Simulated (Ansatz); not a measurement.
**RbLuS2: stress in a strained cell**

Aim: deform RbLuS2 (zz strain of -2 %) and compute stress, forces and field gradients with LAPW, PAW and all-electron datasets made for the crystal.

Method: DFT PBEsol, scalar-relativistic, in Ansatz 0.2.0.

**1. Starting point**

The structure is trigonal, space group R-3m (No. 166). The conventional cell has a = 3.991 Å, b = 3.991 Å, c = 22.838 Å, α = 90.00°, β = 90.00°, γ = 120.00°. Rb (site symmetry -3m) has 6 S at 3.29 Å in its first shell of neighbours. Lu (site symmetry -3m) has 6 S at 2.72 Å in its first shell of neighbours. Around S (site symmetry 3m) lie 3 Lu at 2.72 Å and 3 Rb at 3.29 Å.

Structure file:

```cif
data_structure
_symmetry_space_group_name_H-M 'P 1'
_symmetry_Int_Tables_number 1
_cell_length_a 7.9537
_cell_length_b 7.9537
_cell_length_c 7.9537
_cell_angle_alpha 29.060
_cell_angle_beta 29.060
_cell_angle_gamma 29.060
_cell_volume 105.01
loop_
_atom_site_label
_atom_site_type_symbol
_atom_site_fract_x
_atom_site_fract_y
_atom_site_fract_z
_atom_site_occupancy
Rb1 Rb 0.00000 0.00000 0.00000 1
Lu1 Lu 0.50000 0.50000 0.50000 1
S1 S 0.23030 0.23030 0.23030 1
S2 S 0.76970 0.76970 0.76970 1
```

Atoms are numbered in the order of the input: Rb1, Lu2, S3, S4.

**2. The deformed structure**

Space group R-3m before, R-3m after.

**3. LAPW, all electrons**

input.yaml

```yaml
crystal:
  lattice:
    - [1.9954984008, 1.1521015389, 7.4604166]
    - [-1.9954984008, 1.1521015389, 7.4604166]
    - [0.0, -2.3042030777, 7.4604166]
  atoms:
    - { symbol: Rb, position: [0.0, 0.0, 0.0] }
    - { symbol: Lu, position: [0.5, 0.5, 0.5] }
    - { symbol: S, position: [0.2303, 0.2303, 0.2303] }
    - { symbol: S, position: [0.7697, 0.7697, 0.7697] }
kpoints:
  mp_grid: { grid: [9, 9, 9] }
  band_path:
    path:
      - [0.0, 0.0, 0.0]
      - [0.5, 0.5, 0.5]
      - [0.8174345425, 0.1825654575, 0.5]
      - [0.5, -0.1825654575, 0.1825654575]
      - [0.5, 0.0, 0.0]
      - [0.0, 0.0, 0.0]
      - [0.3412827287, -0.3412827287, 0.0]
      - [0.6587172713, 0.0, 0.3412827287]
      - [0.5, 0.0, 0.5]
    npoints: 5
scf:
  occupations: { method: fermi_dirac, width: 0.01 }
hamiltonian:
  xc: pbesol
  pseudopotentials: { kind: all_electron, lapw: { basis_error: 0.001 } }
output:
  forces: true
  stress: true
  eigenvalues: true
```

Command:

```bash
$ ansatz run input.yaml --threads 1 --pin off --max-ram 4096MiB --backend cpu --events-out ev --progress --plain --runs-dir out
```

**4. PAW on the default files**

input.yaml

```yaml
crystal:
  lattice:
    - [1.9954984008, 1.1521015389, 7.4604166]
    - [-1.9954984008, 1.1521015389, 7.4604166]
    - [0.0, -2.3042030777, 7.4604166]
  atoms:
    - { symbol: Rb, position: [0.0, 0.0, 0.0] }
    - { symbol: Lu, position: [0.5, 0.5, 0.5] }
    - { symbol: S, position: [0.2303, 0.2303, 0.2303] }
    - { symbol: S, position: [0.7697, 0.7697, 0.7697] }
kpoints:
  mp_grid: { grid: [9, 9, 9] }
scf:
  occupations: { method: fermi_dirac, width: 0.01 }
hamiltonian:
  xc: pbesol
  pseudopotentials: { kind: paw }
output:
  forces: true
  stress: true
  eigenvalues: true
  efg: { contact_densities: true }
```

**5. Datasets made for this crystal**

input.yaml: that of step 4 with these lines changed.

```diff
@@ -16,3 +16,3 @@
   xc: pbesol
-  pseudopotentials: { kind: paw }
+  pseudopotentials: { kind: all_electron, datasets: crystal }
 output:
```

(Steps that only read results are left out.)

What does the calculation give? Wanted: pressure; largest shear or deviatoric stress.

As calculated:

| quantity | value |
| --- | --- |
| pressure | LAPW -1.01, PAW -1.02, crystal datasets -1.01 GPa |
| largest shear or deviatoric stress (LAPW) | 1.05 GPa |

**Reading.** The largest part of the stress beyond the pressure is 1.05 GPa in size, in the zz component; the atoms are carried along and not relaxed. No run of the undeformed cell stands beside it, so pressure and stress hold what the given cell had before the change, as far as its symmetry allows. PAW: stress within 0.01 GPa of LAPW, forces within 2 meV/Å. Crystal datasets: stress within 0.01 GPa of LAPW, forces within 1 meV/Å. Spin-orbit coupling is left out, though the cell holds Lu; in elements this heavy it can shift bands and gaps by tenths of an eV.

The gaps are Kohn-Sham values of a semilocal functional, not quasiparticle or optical gaps. Such gaps usually fall short of the measured ones.
